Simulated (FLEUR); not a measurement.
# GaGe (F-43m) in FLEUR: further runs

One crystal, GaGe, is run at these levels: PBEsol; tasks: single point.

Program: FLEUR MaX-R8.1 (later development tree). These are calculated values, not measurements. Logs are shortened: lines on timing, memory, paths and dates and some standing lists are left out, and cuts for length are marked.

**1. The structure**

It takes space group F-43m (No. 216, cubic). The conventional cell has a = 5.796 Å, b = 5.796 Å, c = 5.796 Å, α = 90.00°, β = 90.00°, γ = 90.00°. Ge (site symmetry -43m) has 4 Ga at 2.51 Å as nearest neighbours. Around Ga (site symmetry -43m) lie 4 Ge at 2.51 Å.

The cell comes from a database or a generator and needn't be the stable form of this composition.

**2. Single point, PBEsol**

Input file inp.xml:

```xml
<?xml version="1.0" encoding="UTF-8" standalone="no"?>
<fleurInput fleurInputVersion="0.39">
   <comment>
      GaGe                                                                                                
   </comment>
   <calculationSetup>
      <cutoffs Kmax="4.6" Gmax="14.3" GmaxXC="14.3" numbands="0"/>
      <scfLoop itmax="60" minDistance="0.00001" maxIterBroyd="15" imix="Anderson" alpha="0.05" precondParam="0.0" spinf="2.0" sdNocoIR="T"/>
      <coreElectrons ctail="T" frcor="F" kcrel="0" coretail_lmax="0"/>
      <xcFunctional name="PBEs" relativisticCorrections="F"/>
      <magnetism jspins="1"/>
      <soc l_soc="F" theta="0.0" phi="0.0" spav="F"/>
      <expertModes spex="0" secvar="F"/>
      <geometryOptimization l_f="T" forcealpha="1.0" forcemix="BFGS" epsdisp="0.0005" epsforce="0.0002"/>
      <ldaU l_linMix="F" mixParam="0.05" spinf="1.0"/>
   </calculationSetup>
   <cell>
      <bzIntegration valenceElectrons="43.0" mode="hist" fermiSmearingEnergy="0.00183747">
         <kPointListSelection listName="default-1"/>
         <!-- k-points included here -->
         <xi:include xmlns:xi="http://www.w3.org/2001/XInclude" href="kpts.xml"> </xi:include>
      </bzIntegration>
      <!-- symmetry operations included here -->
      <xi:include xmlns:xi="http://www.w3.org/2001/XInclude" href="sym.xml"> </xi:include>
      <bulkLattice scale="1.0">
         <bravaisMatrix>
            <row-1>    0.0000000000000000     5.4761315118153622     5.4761315118153622</row-1>
            <row-2>    5.4761315118153622     0.0000000000000000     5.4761315118153622</row-2>
            <row-3>    5.4761315118153622     5.4761315118153622     0.0000000000000000</row-3>
         </bravaisMatrix>
      </bulkLattice>
   </cell>
   <atomSpecies>
      <species name="Germanium (Ge)" element="Ge" atomicNumber="32">
         <mtSphere radius="2.13" gridPoints="727" logIncrement="0.017"/>
         <atomicCutoffs lmax="9" lnonsphr="9"/>
         <electronConfig flipSpins="F">
            <coreConfig>(1s1/2) (2s1/2) (2p1/2) (2p3/2)</coreConfig>
            <valenceConfig>(3s1/2) (3p1/2) (3p3/2) (4s1/2) (3d3/2) (3d5/2) (4p1/2) (4p3/2)</valenceConfig>
            <stateOccupation state="(4p1/2)" spinUp="0.333333" spinDown="0.333333"/>
            <stateOccupation state="(4p3/2)" spinUp="0.666667" spinDown="0.666667"/>
         </electronConfig>
         <energyParameters s="4" p="4" d="3" f="4"/>
         <lo type="SCLO" l="0" n="3" eDeriv="0"/>
         <lo type="SCLO" l="1" n="3" eDeriv="0"/>
         <lo type="SCLO" l="1" n="3" eDeriv="1"/>
         <lo type="HELO" l="2" n="4" eDeriv="0"/>
         <lo type="HELO" l="2" n="4" eDeriv="1"/>
         <lo type="SCLO" l="3" n="4" eDeriv="2"/>
      </species>
      <species name="Gallium (Ga)" element="Ga" atomicNumber="31">
         <mtSphere radius="2.13" gridPoints="727" logIncrement="0.017"/>
         <atomicCutoffs lmax="9" lnonsphr="9"/>
         <electronConfig flipSpins="F">
            <coreConfig>(1s1/2) (2s1/2) (2p1/2) (2p3/2)</coreConfig>
            <valenceConfig>(3s1/2) (3p1/2) (3p3/2) (4s1/2) (3d3/2) (3d5/2) (4p1/2) (4p3/2)</valenceConfig>
            <stateOccupation state="(4p1/2)" spinUp="0.166667" spinDown="0.166667"/>
            <stateOccupation state="(4p3/2)" spinUp="0.333333" spinDown="0.333333"/>
         </electronConfig>
         <energyParameters s="4" p="4" d="3" f="4"/>
         <lo type="SCLO" l="0" n="3" eDeriv="0"/>
         <lo type="SCLO" l="1" n="3" eDeriv="0"/>
         <lo type="SCLO" l="1" n="3" eDeriv="1"/>
         <lo type="HELO" l="2" n="4" eDeriv="0"/>
         <lo type="HELO" l="2" n="4" eDeriv="1"/>
         <lo type="SCLO" l="3" n="4" eDeriv="2"/>
      </species>
   </atomSpecies>
   <atomGroups>
      <atomGroup species="Germanium (Ge)">
         <relPos label="                   1">.0000000000 .0000000000 .0000000000</relPos>
         <force calculate="T" relaxXYZ="TTT"/>
      </atomGroup>
      <atomGroup species="Gallium (Ga)">
         <relPos label="                   2">1.000/4.000 1.000/4.000 1.000/4.000</relPos>
         <force calculate="T" relaxXYZ="TTT"/>
      </atomGroup>
   </atomGroups>
   <output dos="F" band="F" slice="F">
      <checks vchk="F" cdinf="F"/>
      <bandDOS minEnergy="-.5*Htr" maxEnergy="0.5*Htr" sigma="0.015" storeEVData="T"/>
      <vacuumDOS vacdos="F" integ="F" star="F" nstars="0" locx1="0.0" locy1="0.0" locx2="0.0" locy2="0.0" nstm="0" tworkf="0.0"/>
      <unfoldingBand unfoldBand="F" supercellX="1" supercellY="1" supercellZ="1"/>
      <plotting iplot="0" polar="F">
         <plot TwoD="T" vec1="  1.0  0.0  0.0" vec2="  0.0  1.0  0.0" vec3="  0.0  0.0  1.0" zero="  0.0  0.0  0.0" file="plot"/>
      </plotting>
      <chargeDensitySlicing numkpt="0" minEigenval="0.0" maxEigenval="0.0" nnne="0" pallst="F"/>
      <specialOutput eonly="F"/>
      <moessbauerParams electricFieldGradient="T" isomerShift="T" coreHyperfine="T" valenceHyperfine="T"/>
      <magneticCircularDichroism mcd="F" energyLo="-10.0" energyUp="0.0"/>
   </output>
  <!-- We include the file relax.xml here to enable relaxations (see documentation) -->
  <xi:include xmlns:xi="http://www.w3.org/2001/XInclude" href="relax.xml"> <xi:fallback/> </xi:include>
</fleurInput>
```

Input file crystal.txt:

```
GaGe
&input cartesian=F /
0.0000000000  2.8978440000  2.8978440000
2.8978440000  0.0000000000  2.8978440000
2.8978440000  2.8978440000  0.0000000000
1.8897261246
1.0 1.0 1.0

2
32 0.0000000000  0.0000000000  0.0000000000
31 0.2500000000  0.2500000000  0.2500000000

&kpt div1=8 div2=8 div3=8 gamma=T /
```

Potentials or basis: all-electron, FLAPW.

The run is started by

```console
> inpgen -f crystal.txt -profile fastHighL
> # inp.xml edited to the form shown
> fleur_MPI
```

Output:

```text
Welcome to FLEUR        (www.flapw.de)
      MaX-Release 8.1          (www.max-centre.eu)

 ========== k-point set info ==========
 Selected k-point list: default-1
 k-point list type: mesh
 8 x 8 x 8
 Number of k points: 29

 ------------Calculation Setup---------------------------
 Number of MPI-tasks      :            1
 Number of PE/node        :            1
 Number of OMP-threads    :            1
 Most efficient MPI parallelization for:
           1          29
 Additional eigenvalue parallelization possible
 Number of basis functions:          644
 Approximate size of matrices (H+S) per k-point:         0.012 GB
 --------------------------------------------------------
 Iteration:     1   Distance:       5.21303209 me/bohr^3
 Iteration:     2   Distance:       4.76002167 me/bohr^3
 Iteration:     3   Distance:       2.59185985 me/bohr^3
 Iteration:     4   Distance:       0.63587192 me/bohr^3
 Iteration:     5   Distance:       0.52390145 me/bohr^3
 Iteration:     6   Distance:       0.13979668 me/bohr^3
 Iteration:     7   Distance:       0.06514051 me/bohr^3
 Iteration:     8   Distance:       0.03219654 me/bohr^3
 Iteration:     9   Distance:       0.00488452 me/bohr^3
 Iteration:    10   Distance:       0.00382359 me/bohr^3
 Iteration:    11   Distance:       0.00041345 me/bohr^3
 Iteration:    12   Distance:       0.00010658 me/bohr^3
 Iteration:    13   Distance:       0.00009541 me/bohr^3
 Iteration:    14   Distance:       0.00000393 me/bohr^3

 ********************************************************************
 Run finished successfully
 Stop message:
   Structural relaxation: Done
 ********************************************************************
```

out.xml (last iteration):

```text
<iteration numberForCurrentRun="   15" overallNumber="   15">
         <energyParameters units="Htr">
            <atomicEP atomType="1" spin="1" branch="4s" branchLowest="-5.83" branchHighest="1.02" value="-0.2011552395"/>
            <atomicEP atomType="1" spin="1" branch="4p" branchLowest="-3.89" branchHighest="1.73" value="0.0104327895"/>
            <atomicEP atomType="1" spin="1" branch="3d" branchLowest="-9.99" branchHighest="-0.69" value="-0.7202350120"/>
            <atomicEP atomType="1" spin="1" branch="4f" branchLowest="-9.99" branchHighest="3.67" value="0.3678012400"/>
            <loAtomicEP atomType="1" spin="1" branch="3s" branchLowest="-50.00" branchHighest="-5.83" value="-5.8265058575"/>
            <loAtomicEP atomType="1" spin="1" branch="3p" branchLowest="-43.66" branchHighest="-3.89" value="-3.8921129945"/>
            <loAtomicEP atomType="1" spin="1" branch="3p" branchLowest="-43.66" branchHighest="-3.89" value="-3.8921129945"/>
            <heloAtomicEP atomType="1" spin="1" branch="4d" branchLowest="2.14" branchHighest="2.14" value="2.1354663347"/>
            <heloAtomicEP atomType="1" spin="1" branch="4d" branchLowest="2.14" branchHighest="2.14" value="2.1354663347"/>
            <loAtomicEP atomType="1" spin="1" branch="4f" branchLowest="-9.99" branchHighest="3.67" value="0.3678040503"/>
            <atomicEP atomType="2" spin="1" branch="4s" branchLowest="-5.09" branchHighest="1.30" value="-0.1189189553"/>
            <atomicEP atomType="2" spin="1" branch="4p" branchLowest="-3.29" branchHighest="2.00" value="0.0626606510"/>
            <atomicEP atomType="2" spin="1" branch="3d" branchLowest="-9.99" branchHighest="-0.31" value="-0.3675149262"/>
            <atomicEP atomType="2" spin="1" branch="4f" branchLowest="-9.99" branchHighest="3.78" value="0.4057756349"/>
            <loAtomicEP atomType="2" spin="1" branch="3s" branchLowest="-46.00" branchHighest="-5.09" value="-5.0967746687"/>
            <loAtomicEP atomType="2" spin="1" branch="3p" branchLowest="-40.01" branchHighest="-3.29" value="-3.2939829999"/>
            <loAtomicEP atomType="2" spin="1" branch="3p" branchLowest="-40.01" branchHighest="-3.29" value="-3.2939829999"/>
            <heloAtomicEP atomType="2" spin="1" branch="4d" branchLowest="2.33" branchHighest="2.33" value="2.3257220337"/>
            <heloAtomicEP atomType="2" spin="1" branch="4d" branchLowest="2.33" branchHighest="2.33" value="2.3257220337"/>
            <loAtomicEP atomType="2" spin="1" branch="4f" branchLowest="-9.99" branchHighest="3.78" value="0.4057782932"/>
         </energyParameters>
         <eigenvalues>
            <eigenvaluesAt spin="1" ikpt="1" k_x="0.00000000" k_y="0.00000000" k_z="0.00000000">
                      -5.8265034823       -5.0967703576       -3.8900095469       -3.8900095469       -3.8900095469
                      -3.2922819559       -3.2922819559       -3.2922819559       -0.7283938079       -0.7283938079
                      -0.7283938079       -0.7276862149       -0.7276862149       -0.3741123627       -0.3741123627
                      -0.3741123627       -0.3718953764       -0.3718953764       -0.2359459799        0.2137502099
                       0.2137502099        0.2137502099        0.2264974863        0.3113494680        0.3113494680
[... 61 lines left out ...]
               <shell n="2" l="0" isomerShift="2866.45640"/>
               <shell n="2" l="1" isomerShift="25.18383"/>
            </coreIsomerShift>
            <coreIsomerShift atomType="2" isTotal="27949.33252">
               <shell n="1" l="0" isomerShift="25400.30254"/>
               <shell n="2" l="0" isomerShift="2528.35542"/>
               <shell n="2" l="1" isomerShift="20.67456"/>
            </coreIsomerShift>
            <isomerShift atomType="1" nucleusRadius="0.0000986" averageDensity="31866.08438"/>
            <isomerShift atomType="2" nucleusRadius="0.0000972" averageDensity="28350.99975"/>
            <electricFieldGradient atomType="1" VXX="0.00000" VYY="0.00000" VZZ="0.00000" asymParam="0.00000">
            </electricFieldGradient>
            <electricFieldGradient atomType="2" VXX="0.00000" VYY="0.00000" VZZ="0.00000" asymParam="0.00000">
            </electricFieldGradient>
         </moessbauerParams>
         <totalEnergy                                    value="    -4040.1975366210" units="Htr">
            <sumOfEigenvalues                            value="    -2324.5805308299">
               <coreElectrons value="-2248.5966840542"/>
               <valenceElectrons value="-75.9838467757"/>
            </sumOfEigenvalues>
            <densityCoulombPotentialIntegral value="-6246.4475648839"/>
            <densityEffectivePotentialIntegral value="-6446.2578815619"/>
            <chargeDenXCDenIntegral value="-152.3439332833"/>
            <FockExchangeEnergyValence value="0.0000000000"/>
            <FockExchangeEnergyCore value="0.0000000000"/>
            <atomTypeDependentContributions atomType="1">
               <electronNucleiInteractionDifferentMTs value="2520.3055728564"/>
               <MadelungTerm value="-16.7123515380"/>
            </atomTypeDependentContributions>
            <atomTypeDependentContributions atomType="2">
               <electronNucleiInteractionDifferentMTs value="2334.6688078000"/>
               <MadelungTerm value="-14.6204394334"/>
            </atomTypeDependentContributions>
            <tkbTimesEntropy value="0.0003113445"/>
            <freeEnergy value="-4040.1978479655"/>
            <extrapolationTo0K value="-4040.1976922933"/>
         </totalEnergy>
         <totalForcesOnRepresentativeAtoms units="Htr/bohr">
            <forceTotal atomType="1" x="0.000000" y="0.000000" z="0.000000" F_x="0.00000000" F_y="0.00000000" F_z="0.00000000"/>
            <forceTotal atomType="2" x="2.738066" y="2.738066" z="2.738066" F_x="0.00000000" F_y="0.00000000" F_z="0.00000000"/>
         </totalForcesOnRepresentativeAtoms>
      </iteration>
```

Wall time 4.3 min (1 thread of Intel Xeon at 2.50GHz (Skylake/Cascade Lake), shared host); peak memory 0.08 GiB.

Results:

```yaml
Free_energy: -109939.3842 eV
Band_gap_on_the_k_mesh: none (metal or under the smearing width)
Valence_electrons_inside_the_program's_atomic_spheres: Ge 19.85; Ga 19.10 (radii Ge 2.13, Ga 2.13 bohr)
```

Core levels (eV from the Fermi level):
```tsv
atom	levels
1 Ge	1s1/2 -10943.7, 2s1/2 -1364.8, 2p1/2 -1213.7, 2p3/2 -1181.9
2 Ga	1s1/2 -10213.6, 2s1/2 -1255.9, 2p1/2 -1111.6, 2p3/2 -1083.9
```

**3. Single point, PBEsol (atoms moved at random, drawn with an rms of 0.05 Å)**

inp.xml, as its differences from that of step 2:

```diff
@@ -34,3 +34,3 @@
       <species name="Germanium (Ge)" element="Ge" atomicNumber="32">
-         <mtSphere radius="2.13" gridPoints="727" logIncrement="0.017"/>
+         <mtSphere radius="2.13" gridPoints="721" logIncrement="0.017"/>
          <atomicCutoffs lmax="9" lnonsphr="9"/>
@@ -51,3 +51,3 @@
       <species name="Gallium (Ga)" element="Ga" atomicNumber="31">
-         <mtSphere radius="2.13" gridPoints="727" logIncrement="0.017"/>
+         <mtSphere radius="2.13" gridPoints="721" logIncrement="0.017"/>
          <atomicCutoffs lmax="9" lnonsphr="9"/>
@@ -70,3 +70,3 @@
       <atomGroup species="Germanium (Ge)">
-         <relPos label="                   1">.0000000000 .0000000000 .0000000000</relPos>
+         <relPos label="                   1">-.0072340000 -.0102740000 .0253490000</relPos>
          <force calculate="T" relaxXYZ="TTT"/>
@@ -74,3 +74,3 @@
       <atomGroup species="Gallium (Ga)">
-         <relPos label="                   2">1.000/4.000 1.000/4.000 1.000/4.000</relPos>
+         <relPos label="                   2">.2399690000 .2466620000 .2642740000</relPos>
          <force calculate="T" relaxXYZ="TTT"/>
```

crystal.txt, as its differences from that of step 2:

```diff
@@ -9,4 +9,4 @@
 2
-32 0.0000000000  0.0000000000  0.0000000000
-31 0.2500000000  0.2500000000  0.2500000000
+32 -0.0072340000  -0.0102740000  0.0253490000
+31 0.2399690000  0.2466620000  0.2642740000
```

Potentials or basis: all-electron, FLAPW.

The run is started by

```console
> inpgen -f crystal.txt -profile fastHighL
> # inp.xml edited to the form shown
> fleur_MPI
```

It took 35 min on 1 thread of Intel Xeon at 2.50GHz (Skylake/Cascade Lake), shared host; peak memory 0.16 GiB.

It converged, with:

| Quantity | Value |
| --- | --- |
| Free energy | -109939.3797 eV |
| Largest force | 0.200 eV/Å |
| Band gap on the k mesh | none (metal or under the smearing width) |
| Valence electrons inside the program's atomic spheres | Ge 19.85; Ga 19.10 (radii Ge 2.13, Ga 2.13 bohr) |

Forces on the atoms (eV/Å):
```
Ge  -0.048 -0.189  0.048
Ga   0.048  0.189 -0.048
```

Levels at points of the mesh, in eV from the Fermi level:
```tsv
k point	band 20	band 21	band 22	band 23	band 24	band 25
(0.00, 0.00, 0.00)	1.57	1.68	1.84	2.05	4.24	4.37
(0.00, 0.00, 0.50)	-5.25	0.33	0.44	1.96	5.21	5.37
(0.00, 0.50, 0.00)	-5.46	0.32	0.48	2.07	5.22	5.47
(0.00, 0.50, 0.50)	-5.81	-1.26	-1.23	2.26	2.38	10.98
(0.50, 0.00, 0.00)	-5.35	0.29	0.49	2.01	5.17	5.46
(0.50, 0.00, 0.50)	-5.80	-1.29	-1.21	2.22	2.42	10.92
```

Core levels (eV from the Fermi level):
| atom | levels |
| --- | --- |
| 1 Ge | 1s1/2 -10943.7, 2s1/2 -1364.8, 2p1/2 -1213.7, 2p3/2 -1181.9 |
| 2 Ga | 1s1/2 -10213.6, 2s1/2 -1255.9, 2p1/2 -1111.6, 2p3/2 -1083.9 |
